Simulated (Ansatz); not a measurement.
A nudged elastic band was laid between two geometries of a periodic cell of 17 atoms, Na₉Cl₈ (host NaCl, host structure Fm-3m, interstitial Na).

Method: Ansatz 0.2.0, DFT PBE, scalar-relativistic, plane waves, PAW. Settings: cutoff 420 eV, k mesh 2x2x2, fermi-dirac smearing 0.02 eV, spin collinear.

```
movable images  : 3
climbing image  : yes
spring          : 5.0 eV/Å²
optimiser       : quadratic models (default)
start path      : default
force threshold : 0.4 eV/Å
iteration limit : 50
end points      : relaxed
```

First end point:

```xyz
17
Lattice="0.0000 5.6401 5.6401 5.6401 0.0000 5.6401 5.6401 5.6401 0.0000" Properties=species:S:1:pos:R:3
Na 0.193 0.195 -0.193
Cl 2.769 2.773 2.871
Na 2.634 2.635 -0.183
Cl 5.695 5.700 2.883
Na 2.822 -0.001 2.819
Cl 5.596 2.867 5.684
Na 5.825 2.634 3.008
Cl 8.399 5.698 5.586
Na -0.002 2.823 2.816
Cl 2.866 5.597 5.680
Na 2.645 5.814 2.995
Cl 5.710 8.386 5.570
Na 2.824 2.822 5.642
Cl 5.600 5.596 8.414
Na 5.637 5.635 5.644
Cl 8.503 8.500 8.417
Na 4.255 4.226 1.389
```

Last end point:

```xyz
17
Lattice="0.0000 5.6401 5.6401 5.6401 0.0000 5.6401 5.6401 5.6401 0.0000" Properties=species:S:1:pos:R:3
Na -0.003 -0.004 -0.002
Cl 2.765 2.766 2.760
Na 2.824 2.824 -0.003
Cl 5.690 5.691 2.767
Na 2.821 -0.002 2.822
Cl 5.710 2.753 5.705
Na 5.822 2.639 2.637
Cl 8.505 5.594 5.599
Na -0.002 2.822 2.823
Cl 2.757 5.706 5.700
Na 2.643 5.818 2.641
Cl 5.594 8.505 5.597
Na 2.627 2.628 5.831
Cl 5.599 5.598 8.504
Na 5.828 5.829 5.826
Cl 8.502 8.501 8.506
Na 4.229 4.220 4.255
```

Question: What changes between the two ends?

Answer: Contacts lost: Na1–Na17, Na3–Na17, Cl8–Na17, Cl12–Na17. Contacts made: Cl6–Na17, Cl10–Na17, Na13–Na17, Na15–Na17. The atom that moves furthest is Na17, by 2.87 Å.

Question: What energy profile does the band end with?

Answer: The forces met the threshold. The highest image is number 2 of 0 to 4, 0.52 eV above the ends, which have the same energy within 2 meV. The threshold of 0.4 eV/Å is loose, so the images may lie well off the minimum-energy path. The order of the stationary point at the top wasn't checked. Limits of this set-up: coarse k mesh.

| image | path coordinate (Å) | energy (eV) | Na1–Na17 (Å) | Na3–Na17 (Å) | Cl8–Na17 (Å) |
| --- | --- | --- | --- | --- | --- |
| 0 | 0.00 | 0.00 | 2.75 | 2.76 | 2.55 |
| 1 | 0.85 | 0.18 | 3.02 | 3.02 | 2.72 |
| 2 | 1.71 | 0.52 | 3.47 | 3.47 | 3.35 |
| 3 | 2.56 | 0.18 | 4.08 | 4.08 | 4.08 |
| 4 | 3.41 | 0.00 | 4.66 | 4.67 | 4.68 |

Question: What is the geometry of the highest image?

Answer: 
```xyz
17
Lattice="0.0000 5.6401 5.6401 5.6401 0.0000 5.6401 5.6401 5.6401 0.0000" Properties=species:S:1:pos:R:3
Na 0.038 0.037 0.018
Cl 2.553 2.558 2.819
Na 2.783 2.783 0.016
Cl 5.903 5.908 2.821
Na 2.880 -0.060 2.820
Cl 5.605 2.856 5.537
Na 5.971 2.489 2.820
Cl 8.497 5.604 5.741
Na -0.061 2.881 2.821
Cl 2.857 5.604 5.539
Na 2.500 5.960 2.819
Cl 5.605 8.496 5.744
Na 2.784 2.783 5.624
Cl 5.555 5.551 8.460
Na 5.679 5.678 5.624
Cl 8.550 8.546 8.460
Na 4.242 4.219 2.822
```

Run time: 34 s on 4 threads of Intel(R) Xeon(R) Platinum 8488C (Sapphire Rapids), on a shared host, peak memory 1.8 GiB.
